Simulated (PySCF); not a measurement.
**One shape, several levels: Si2PNH8O (SMILES N[SiH2]O[SiH2]P)**

Wanted: a comparison of 4 runs (HF/STO-3G, B3LYP/6-31G*, B2PLYP/6-31+G*, PBE0/def2-SVP) of Si2PNH8O. The job is set up through a Python script.

Program for the calculation: PySCF 2.14.0.

## 1. The system as given

Si2PNH8O has 13 atoms, charge 0, and is taken as a singlet. SMILES: `N[SiH2]O[SiH2]P`. The shape is that of a GFN2-xTB optimisation. This is one conformer, not always the lowest.

Bond lengths: N1–Si2 1.721 Å, Si2–O3 1.628 Å, O3–Si4 1.614 Å, Si4–P5 2.251 Å, N1–H6 1.009 Å, N1–H7 1.006 Å, Si2–H8 1.458 Å, Si2–H9 1.464 Å, Si4–H10 1.460 Å, Si4–H11 1.462 Å, P5–H12 1.384 Å, P5–H13 1.386 Å. Some angles: N1–Si2–O3 107.5°, Si2–O3–Si4 154.5°, O3–Si4–P5 112.3°, N1–Si2–H8 106.3°, N1–Si2–H9 117.1°, O3–Si2–H8 108.4°, O3–Si2–H9 102.1°, Si2–N1–H6 119.0°, Si2–N1–H7 119.4°, O3–Si4–H10 104.0°.

## 2. Energy and gradient at HF/STO-3G (run 1)

File input.py:

```python
from pyscf import gto, scf

mol = gto.M(
    atom='''
N   -0.758530   1.764090  -0.125540
Si  -1.397560   0.487590   0.834940
O   -0.474160  -0.828950   0.578670
Si   0.543180  -1.751780  -0.268750
P    2.318710  -0.594880  -1.026820
H    0.237790   1.920950  -0.130620
H   -1.244250   2.644460  -0.162110
H   -2.734660   0.217540   0.321430
H   -1.314220   0.641280   2.288940
H    0.997740  -2.751380   0.693930
H   -0.168220  -2.307480  -1.418230
H    1.563880   0.358260  -1.688560
H    2.430300   0.200320   0.102720
''',
    max_memory=1860,
    basis='sto-3g',
    verbose=4,
)

mf = scf.RHF(mol)
mf.conv_tol = 1e-10
mf.kernel()
if not mf.converged:
    mf = mf.newton().run(mf.mo_coeff, mf.mo_occ)

energy = mf.e_tot
print(f'total energy: {energy:.8f} hartree')
grad = mf.nuc_grad_method().kernel()
mf.analyze()
```

Command:

```bash
OMP_NUM_THREADS=1 python input.py
```

Output:

```text
PySCF version 2.14.0

[... 80 lines left out ...]
Nuclear Repulsion Energy =             370.689449703414425
[... 8 lines left out ...]
MO #3   energy= -67.9935749721094  occ= 2
[... 6 lines left out ...]
MO #10  energy= -5.03518466797708  occ= 2
[... 6 lines left out ...]
MO #17  energy= -4.00122667115486  occ= 2
[... 6 lines left out ...]
MO #24  energy= -0.503008178408263 occ= 2
[... 6 lines left out ...]
MO #31  energy= -0.314859556221843 occ= 2
[... 6 lines left out ...]
MO #38  energy= 0.521106905105785  occ= 0
[... 6 lines left out ...]
MO #45  energy= 0.807576835627974  occ= 0
[... 61 lines left out ...]
Dipole moment(X, Y, Z, Debye): -0.60925,  1.14213,  0.74773
```

Run time: 3.9 s. Hardware: 1 thread of Intel Xeon at 2.70GHz, shared host; peak memory 0.12 GiB.

## 3. Energy and gradient at B3LYP/6-31G(d) (Cartesian functions) (run 2)

File run.py:

```python
from pyscf import gto, dft

system = gto.M(
    atom='''
N   -0.758530   1.764090  -0.125540
Si  -1.397560   0.487590   0.834940
O   -0.474160  -0.828950   0.578670
Si   0.543180  -1.751780  -0.268750
P    2.318710  -0.594880  -1.026820
H    0.237790   1.920950  -0.130620
H   -1.244250   2.644460  -0.162110
H   -2.734660   0.217540   0.321430
H   -1.314220   0.641280   2.288940
H    0.997740  -2.751380   0.693930
H   -0.168220  -2.307480  -1.418230
H    1.563880   0.358260  -1.688560
H    2.430300   0.200320   0.102720
''',
    cart=True,
    verbose=4,
    basis='6-31g*',
    max_memory=1860,
)

mf = dft.RKS(system)
mf.xc = 'b3lyp'
mf.conv_tol = 1e-10
mf.grids.level = 5
mf.kernel()
if not mf.converged:
    mf = mf.newton().run(mf.mo_coeff, mf.mo_occ)

energy = mf.e_tot
print('E(%s) = %.9f' % ('B3LYP', energy))
grad = mf.nuc_grad_method().kernel()
dip = mf.dip_moment()
pop, q = mf.mulliken_pop()
```

Command:

```bash
OMP_NUM_THREADS=1 python run.py
```

Output:

```text
PySCF version 2.14.0

[... 84 lines left out ...]
converged SCF energy = -1055.22265881458
[... 13 lines left out ...]
Dipole moment(X, Y, Z, Debye): -0.66012,  1.89570,  0.44476
[... 117 lines left out ...]
charge of   12H =      0.02069
```

It took 69 s on 1 thread of Intel Xeon at 2.70GHz, shared host; peak memory 1 GiB.

## 4. A single-point energy at B2PLYP/6-31+G(d) (spherical functions) (run 3)

File calc.py:

```python
from pyscf import gto, dft, mp

molecule = gto.Mole()
molecule.atom = '''
N     -0.758530     1.764090    -0.125540
Si    -1.397560     0.487590     0.834940
O     -0.474160    -0.828950     0.578670
Si     0.543180    -1.751780    -0.268750
P      2.318710    -0.594880    -1.026820
H      0.237790     1.920950    -0.130620
H     -1.244250     2.644460    -0.162110
H     -2.734660     0.217540     0.321430
H     -1.314220     0.641280     2.288940
H      0.997740    -2.751380     0.693930
H     -0.168220    -2.307480    -1.418230
H      1.563880     0.358260    -1.688560
H      2.430300     0.200320     0.102720
'''
molecule.basis = '6-31+g*'
molecule.verbose = 4
molecule.max_memory = 1860
molecule.build()

myscf = dft.RKS(molecule)
myscf.xc = '0.53*HF + 0.47*B88, 0.73*LYP'
myscf.grids.level = 5
myscf.conv_tol = 1e-10
myscf.kernel()
if not myscf.converged:
    myscf = myscf.newton().run(myscf.mo_coeff, myscf.mo_occ)

pt = mp.MP2(myscf, frozen=17).run()
e_tot = myscf.e_tot + 0.27 * pt.e_corr
print('PT2 part  %.8f' % (0.27 * pt.e_corr))
print(f'total energy: {e_tot:.8f} hartree')
dip = myscf.dip_moment()
pop, q = myscf.mulliken_pop()
```

Command:

```bash
OMP_NUM_THREADS=1 python calc.py
```

Output:

```text
PySCF version 2.14.0

[... 83 lines left out ...]
converged SCF energy = -1054.42822729775
[... 9 lines left out ...]
total energy: -1054.63013123 hartree
Dipole moment(X, Y, Z, Debye): -0.65439,  1.74586,  0.49312
[... 132 lines left out ...]
charge of   12H =      0.00674
```

It took 54 s on 1 thread of Intel Xeon at 2.70GHz, shared host; peak memory 0.67 GiB.

## 5. Energy and forces at PBE0/def2-SVP (run 4)

File input.xyz:

```xyz
13
H8NOPSi2
N     -0.758530     1.764090    -0.125540
Si    -1.397560     0.487590     0.834940
O     -0.474160    -0.828950     0.578670
Si     0.543180    -1.751780    -0.268750
P      2.318710    -0.594880    -1.026820
H      0.237790     1.920950    -0.130620
H     -1.244250     2.644460    -0.162110
H     -2.734660     0.217540     0.321430
H     -1.314220     0.641280     2.288940
H      0.997740    -2.751380     0.693930
H     -0.168220    -2.307480    -1.418230
H      1.563880     0.358260    -1.688560
H      2.430300     0.200320     0.102720
```

File input.py:

```python
# N[SiH2]O[SiH2]P
import pyscf.grad
from pyscf import gto, dft

molecule = gto.M(
    atom='input.xyz',
    verbose=3,
    charge=0,
    max_memory=1860,
    basis='def2-svp',
    spin=0,
)

myscf = dft.RKS(molecule)
myscf.xc = 'pbe0'
myscf.grids.level = 5
myscf.conv_tol = 1e-10
myscf.kernel()
if not myscf.converged:
    myscf = myscf.newton().run(myscf.mo_coeff, myscf.mo_occ)

e_tot = myscf.e_tot
print('Final energy', e_tot)
grad = myscf.Gradients().kernel()
myscf.analyze()
```

Command:

```bash
OMP_NUM_THREADS=1 python input.py
```

Output:

```text
converged SCF energy = -1054.30742753634
[... 11 lines left out ...]
MO #2   energy= -66.2678770198163  occ= 2
[... 14 lines left out ...]
MO #17  energy= -3.69003500262667  occ= 2
[... 14 lines left out ...]
MO #32  energy= -0.274065332442364 occ= 2
[... 14 lines left out ...]
MO #47  energy= 0.288006649140311  occ= 0
[... 14 lines left out ...]
MO #62  energy= 0.562112254310704  occ= 0
[... 14 lines left out ...]
MO #77  energy= 0.910117509866309  occ= 0
[... 14 lines left out ...]
MO #92  energy= 1.51705945250475   occ= 0
[... 14 lines left out ...]
MO #107 energy= 2.15335845142318   occ= 0
[... 14 lines left out ...]
MO #122 energy= 3.35334507809254   occ= 0
[... 14 lines left out ...]
Dipole moment(X, Y, Z, Debye): -0.54708,  1.91522,  0.32150
```

It took 63 s on 1 thread of Intel Xeon at 2.70GHz, shared host; peak memory 1.3 GiB.

## 6. The series

| run | level | Cartesian functions | integration grid | energy (Eh) | dipole moment (D) | HOMO energy (eV) | LUMO energy (eV) | wall time |
| --- | --- | --- | --- | --- | --- | --- | --- | --- |
| 1 | HF/STO-3G | no | – | -1040.418381 | 1.49 | -6.65 | 10.97 | 3.9 s |
| 2 | B3LYP/6-31G* (Cartesian functions) | yes | 5 | -1055.222659 | 2.06 | -6.93 | 0.40 | 69 s |
| 3 | B2PLYP/6-31+G* (spherical functions) | no | 5 | -1054.630131 | 1.93 | -8.26 | 0.49 | 54 s |
| 4 | PBE0/def2-SVP | no | 5 | -1054.307428 | 2.02 | -7.27 | 0.64 | 63 s |

## 7. Results

| quantity | value |
| --- | --- |
| run 4: total energy | -1054.30743 Eh |
| run 4: dipole moment | 2.02 D |
| run 4: HOMO energy | -7.27 eV |
| run 4: LUMO energy | 0.64 eV |
| run 4: HOMO–LUMO gap | 7.91 eV |
| run 4: largest force on an atom | 1.440 eV/Å |

In words: The dipole moment (its size) runs from 1.49 D (HF/STO-3G) to 2.06 D (B3LYP/6-31G*). The two ends differ in method and basis. The HOMO–LUMO gap runs from 7.33 eV (B3LYP/6-31G*) to 17.63 eV (HF/STO-3G). Totals of different functionals can't be ranked against each other. In run 1 the basis is minimal, so the values are rough. All runs together took 3.2 min, the longest 69 s.
